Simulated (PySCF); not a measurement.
# CH13NOSi4+ (doublet): open-shell or spin-flip excitations

What do calculations give for the open-shell or spin-flip excitations of CH13NOSi4+ (doublet) (`C[Si@@H](O[SiH3])[N+]([SiH3])[SiH3]`)?

Computed with PySCF 2.14.0 and routines of our own; the level stands in each step. Atoms count from 0.

## 1. The starting structure

20 atoms, charge 1, multiplicity 2; geometry from: GFN2-xTB.

## 2. Open-shell or spin-flip excitations: unrestricted TDA M06-2X/def2-SVP

Job settings and geometry (Å):

```
{"job": {"kind": "uabs", "xc": "M06-2X", "basis": "def2-SVP", "nstates": 10, "tda": true}, "charge": 1, "multiplicity": 2}
C      1.078538    -1.706187     0.994449
Si     0.682524     0.131580     0.621365
O      1.368137     0.561310    -0.752836
Si     2.313803     0.916941    -2.063808
N     -1.053337     0.234825     0.471570
Si    -1.769804     0.562215    -1.117220
Si    -2.091552    -0.056082     1.880246
H      0.565702    -2.029551     1.892220
H      2.149144    -1.806638     1.133784
H      0.769850    -2.328945     0.160839
H      1.099003     1.045659     1.676269
H      2.901576    -0.368840    -2.442523
H      3.307446     1.856970    -1.555628
H      1.364624     1.453002    -3.033592
H     -1.196122    -0.432621    -2.025223
H     -3.207204     0.427109    -0.925641
H     -1.316190     1.917424    -1.431546
H     -3.008799     1.080793     1.901010
H     -2.759040    -1.323367     1.578329
H     -1.203449    -0.124919     3.034901
```

Level: unrestricted TDA M06-2X/def2-SVP, vertical, gas phase, core orbitals frozen in the response.

Command:

```
$ OMP_NUM_THREADS=1 python excited_run.py task.json out
```

This one command runs all jobs of the session in turn.

The program printed:

```text
coarse grid: 73264 points
cycle   1  E = -1332.9311930125  dE =  7.687e-01  |g| = 4.721e-01  |ddm| = 2.890e+00
cycle   2  E = -1332.8867045548  dE =  4.449e-02  |g| = 6.156e-01  |ddm| = 9.245e-01
cycle   3  E = -1333.0352477619  dE = -1.485e-01  |g| = 9.770e-02  |ddm| = 5.522e-01
cycle   4  E = -1333.0391677594  dE = -3.920e-03  |g| = 3.995e-02  |ddm| = 1.062e-01
cycle   5  E = -1333.0402192983  dE = -1.052e-03  |g| = 2.078e-02  |ddm| = 5.137e-02
cycle   6  E = -1333.0405691143  dE = -3.498e-04  |g| = 7.421e-03  |ddm| = 2.674e-02
cycle   7  E = -1333.0407162988  dE = -1.472e-04  |g| = 5.731e-03  |ddm| = 2.280e-02
cycle   8  E = -1333.0407891440  dE = -7.285e-05  |g| = 2.254e-03  |ddm| = 1.884e-02
cycle   9  E = -1333.0408081165  dE = -1.897e-05  |g| = 9.122e-04  |ddm| = 1.231e-02
cycle  10  E = -1333.0408105905  dE = -2.474e-06  |g| = 3.943e-04  |ddm| = 3.942e-03
final grid: 150952 points
cycle  11  E = -1333.0405415118  dE = -7.471e-06  |g| = 6.749e-04  |ddm| = 6.098e-03
cycle  12  E = -1333.0405417412  dE = -2.294e-07  |g| = 5.813e-04  |ddm| = 1.357e-03
cycle  13  E = -1333.0405419063  dE = -1.651e-07  |g| = 1.814e-04  |ddm| = 6.067e-04
cycle  14  E = -1333.0405419313  dE = -2.501e-08  |g| = 7.600e-05  |ddm| = 2.540e-04
cycle  15  E = -1333.0405419378  dE = -6.479e-09  |g| = 3.178e-05  |ddm| = 1.310e-04
cycle  16  E = -1333.0405419402  dE = -2.407e-09  |g| = 1.465e-05  |ddm| = 9.033e-05
cycle  17  E = -1333.0405419410  dE = -8.076e-10  |g| = 1.007e-05  |ddm| = 6.522e-05
converged SCF energy = -1333.0405419410

Static polarisability (au): isotropic 122.718, principal 95.059 117.702 155.392

<S^2> of the reference = 0.7567 (exact 0.7500)

Excitations
state   eV       nm        f      <S^2>   main configurations
  1   1.8182    681.9   0.04570   0.766   Hb->Lb 0.59, H-1b->Lb 0.15, H-2b->Lb 0.10, H-4b->Lb 0.09
  2   2.1104    587.5   0.02316   0.766   H-1b->Lb 0.37, Hb->Lb 0.29, H-4b->Lb 0.22
  3   2.6626    465.7   0.00010   0.762   H-3b->Lb 0.31, H-9b->Lb 0.12, H-1b->Lb 0.12, H-8b->Lb 0.10
  4   2.9958    413.9   0.00412   0.768   H-3b->Lb 0.29, H-1b->Lb 0.26, H-4b->Lb 0.22
  5   3.1444    394.3   0.06152   0.772   H-2b->Lb 0.75
  6   3.5743    346.9   0.09820   0.780   H-5b->Lb 0.77, H-4b->Lb 0.19
  7   3.6539    339.3   0.01450   0.770   H-3b->Lb 0.36, H-6b->Lb 0.18, H-9b->Lb 0.13, H-8b->Lb 0.13
  8   4.0477    306.3   0.00250   0.771   H-6b->Lb 0.74
  9   4.2138    294.2   0.02283   0.774   H-7b->Lb 0.79, H-9b->Lb 0.14
 10   4.5860    270.4   0.00097   0.776   H-8b->Lb 0.40, H-9b->Lb 0.39, H-10b->Lb 0.10
```

Run time: 2.1 min. Hardware: 1 thread of INTEL XEON PLATINUM 8581C at 2.30GHz, shared host; peak memory 0.89 GiB.

In short:

```tsv
quantity	value
⟨S²⟩	0.757
```

Löwdin spin populations:

C0 0.11; Si1 0.01; O2 0.00; Si3 0.00; N4 0.67; Si5 0.00; Si6 0.00; H7 0.00; H8 0.01; H9 0.00; H10 0.05; H11 0.00; H12 0.00; H13 0.00; H14 0.03; H15 0.00; H16 0.04; H17 0.03; H18 0.04; H19 0.00

## 3. Open-shell or spin-flip excitations: unrestricted TDA M06-2X/def2-SVP in methanol

Settings changed since step 2:

```diff
@@ -1,2 +1,2 @@
-{"job": {"kind": "uabs", "xc": "M06-2X", "basis": "def2-SVP", "nstates": 10, "tda": true}, "charge": 1, "multiplicity": 2}
+{"job": {"kind": "uabs", "xc": "M06-2X", "basis": "def2-SVP", "nstates": 10, "tda": true, "solvent": "methanol", "pol": false}, "charge": 1, "multiplicity": 2}
 C      1.078538    -1.706187     0.994449
```

With the program's defaults for keys left out, this is: unrestricted TDA M06-2X/def2-SVP, vertical, IEF-PCM methanol (non-equilibrium linear response), core orbitals frozen in the response.

The program printed:

```text
coarse grid: 73264 points
cycle   1  E = -1333.0058680450  dE =  6.947e-01  |g| = 4.675e-01  |ddm| = 2.889e+00
cycle   2  E = -1332.9823430907  dE =  2.352e-02  |g| = 5.745e-01  |ddm| = 8.735e-01
cycle   3  E = -1333.1086316440  dE = -1.263e-01  |g| = 7.575e-02  |ddm| = 4.931e-01
cycle   4  E = -1333.1112621904  dE = -2.631e-03  |g| = 3.128e-02  |ddm| = 8.986e-02
cycle   5  E = -1333.1120488901  dE = -7.867e-04  |g| = 1.816e-02  |ddm| = 4.244e-02
cycle   6  E = -1333.1123473161  dE = -2.984e-04  |g| = 6.783e-03  |ddm| = 2.399e-02
cycle   7  E = -1333.1125095809  dE = -1.623e-04  |g| = 5.508e-03  |ddm| = 2.436e-02
cycle   8  E = -1333.1125832420  dE = -7.366e-05  |g| = 1.951e-03  |ddm| = 1.877e-02
cycle   9  E = -1333.1126033086  dE = -2.007e-05  |g| = 7.928e-04  |ddm| = 1.259e-02
cycle  10  E = -1333.1126059328  dE = -2.624e-06  |g| = 3.364e-04  |ddm| = 4.172e-03
final grid: 150952 points
cycle  11  E = -1333.1123252650  dE = -7.480e-06  |g| = 7.196e-04  |ddm| = 6.078e-03
cycle  12  E = -1333.1123254851  dE = -2.201e-07  |g| = 6.561e-04  |ddm| = 1.406e-03
cycle  13  E = -1333.1123256924  dE = -2.072e-07  |g| = 1.554e-04  |ddm| = 6.265e-04
cycle  14  E = -1333.1123257151  dE = -2.274e-08  |g| = 7.907e-05  |ddm| = 2.529e-04
cycle  15  E = -1333.1123257218  dE = -6.723e-09  |g| = 2.637e-05  |ddm| = 1.243e-04
cycle  16  E = -1333.1123257244  dE = -2.588e-09  |g| = 1.311e-05  |ddm| = 9.488e-05
cycle  17  E = -1333.1123257252  dE = -8.049e-10  |g| = 7.521e-06  |ddm| = 6.282e-05
converged SCF energy = -1333.1123257252

<S^2> of the reference = 0.7564 (exact 0.7500)

Excitations
state   eV       nm        f      <S^2>   main configurations
  1   1.9757    627.5   0.05008   0.766   Hb->Lb 0.59, H-5b->Lb 0.15, H-1b->Lb 0.13
  2   2.3394    530.0   0.04104   0.767   Hb->Lb 0.32, H-5b->Lb 0.30, H-1b->Lb 0.28
  3   2.7366    453.1   0.00086   0.762   H-3b->Lb 0.44, H-9b->Lb 0.22, H-10b->Lb 0.10
  4   3.3082    374.8   0.00437   0.770   H-1b->Lb 0.38, H-5b->Lb 0.31, H-3b->Lb 0.20
  5   3.5143    352.8   0.10831   0.778   H-4b->Lb 0.59, H-2b->Lb 0.36
  6   3.6246    342.1   0.06088   0.777   H-2b->Lb 0.40, H-4b->Lb 0.36
  7   3.7105    334.1   0.01109   0.772   H-3b->Lb 0.29, H-6b->Lb 0.25, H-9b->Lb 0.17
  8   4.2596    291.1   0.01431   0.774   H-7b->Lb 0.79
  9   4.2839    289.4   0.00189   0.772   H-6b->Lb 0.60, H-10b->Lb 0.12, H-1b->Lb 0.10
 10   4.7548    260.8   0.00171   0.777   H-8b->Lb 0.68, H-10b->Lb 0.08
```

It took 80 s on 1 thread of INTEL XEON PLATINUM 8581C at 2.30GHz, shared host; peak memory 1.1 GiB.

In short:

```tsv
quantity	value
⟨S²⟩	0.756
```

## 4. Open-shell or spin-flip excitations: unrestricted TDDFT PBE/cc-pVDZ

Settings changed since step 3:

```diff
@@ -1,2 +1,2 @@
-{"job": {"kind": "uabs", "xc": "M06-2X", "basis": "def2-SVP", "nstates": 10, "tda": true, "solvent": "methanol", "pol": false}, "charge": 1, "multiplicity": 2}
+{"job": {"kind": "uabs", "xc": "PBE", "basis": "cc-pVDZ", "nstates": 4, "tda": false}, "charge": 1, "multiplicity": 2}
 C      1.078538    -1.706187     0.994449
```

Method: unrestricted TDDFT PBE/cc-pVDZ, vertical, gas phase, core orbitals frozen in the response.

The program printed:

```text
coarse grid: 17792 points
cycle   1  E = -1332.6234511336  dE =  7.453e-01  |g| = 6.542e-01  |ddm| = 5.771e+00
cycle   2  E = -1331.2651324861  dE =  1.358e+00  |g| = 1.752e+00  |ddm| = 3.015e+00
cycle   3  E = -1332.7073093876  dE = -1.442e+00  |g| = 4.269e-01  |ddm| = 2.337e+00
cycle   4  E = -1332.7764018976  dE = -6.909e-02  |g| = 2.198e-01  |ddm| = 9.951e-01
cycle   5  E = -1332.7778138799  dE = -1.412e-03  |g| = 1.987e-01  |ddm| = 7.864e-01
cycle   6  E = -1332.8022568420  dE = -2.444e-02  |g| = 3.323e-02  |ddm| = 4.637e-01
cycle   7  E = -1332.8029524513  dE = -6.956e-04  |g| = 1.084e-02  |ddm| = 1.078e-01
cycle   8  E = -1332.8030286555  dE = -7.620e-05  |g| = 3.845e-03  |ddm| = 4.002e-02
cycle   9  E = -1332.8030396848  dE = -1.103e-05  |g| = 1.508e-03  |ddm| = 1.791e-02
cycle  10  E = -1332.8030415382  dE = -1.853e-06  |g| = 4.166e-04  |ddm| = 6.391e-03
final grid: 150952 points
cycle  11  E = -1332.8330691953  dE =  4.789e-05  |g| = 1.287e-02  |ddm| = 4.602e-02
cycle  12  E = -1332.8308046852  dE =  2.265e-03  |g| = 6.323e-02  |ddm| = 1.680e-01
cycle  13  E = -1332.8330321412  dE = -2.227e-03  |g| = 1.300e-02  |ddm| = 1.744e-01
cycle  14  E = -1332.8331508385  dE = -1.187e-04  |g| = 1.610e-03  |ddm| = 3.303e-02
cycle  15  E = -1332.8331523793  dE = -1.541e-06  |g| = 5.376e-04  |ddm| = 3.922e-03
cycle  16  E = -1332.8331525299  dE = -1.506e-07  |g| = 1.633e-04  |ddm| = 1.353e-03
cycle  17  E = -1332.8331525444  dE = -1.447e-08  |g| = 4.550e-05  |ddm| = 4.597e-04
cycle  18  E = -1332.8331525458  dE = -1.423e-09  |g| = 1.040e-05  |ddm| = 1.647e-04
cycle  19  E = -1332.8331525459  dE = -8.163e-11  |g| = 3.689e-06  |ddm| = 4.517e-05
converged SCF energy = -1332.8331525459

Static polarisability (au): isotropic 151.254, principal 99.518 137.236 217.008

<S^2> of the reference = 0.7527 (exact 0.7500)

Excitations
state   eV       nm        f      <S^2>   main configurations
  1   0.8240   1504.7   0.00285   0.754   H-1b->Lb 0.79, Hb->Lb 0.21
  2   0.9111   1360.8   0.02813   0.754   Hb->Lb 0.78, H-1b->Lb 0.21
  3   2.1262    583.1   0.01123   0.755   H-2b->Lb 0.55, H-3b->Lb 0.38
  4   2.2021    563.0   0.01523   0.755   H-3b->Lb 0.57, H-2b->Lb 0.23, H-4b->Lb 0.18
```

Run time: 62 s. Hardware: 1 thread of INTEL XEON PLATINUM 8581C at 2.30GHz, shared host; peak memory 0.63 GiB.

Key values:

```tsv
quantity	value
⟨S²⟩	0.753
```

## 5. Results

```
                                                                                                    quantity                        value
            lowest and brightest state of nearly pure spin, of 10 (step 2, unrestricted TDA M06-2X/def2-SVP)  1.82 eV; 3.57 eV, f = 0.098
lowest and brightest state of nearly pure spin, of 10 (step 3, unrestricted TDA M06-2X/def2-SVP in methanol)  1.98 eV; 3.51 eV, f = 0.108
               lowest and brightest state of nearly pure spin, of 4 (step 4, unrestricted TDDFT PBE/cc-pVDZ)  0.82 eV; 0.91 eV, f = 0.028
```

**Reading.** The lowest state of nearly pure spin runs from 0.82 to 1.98 eV over the runs.
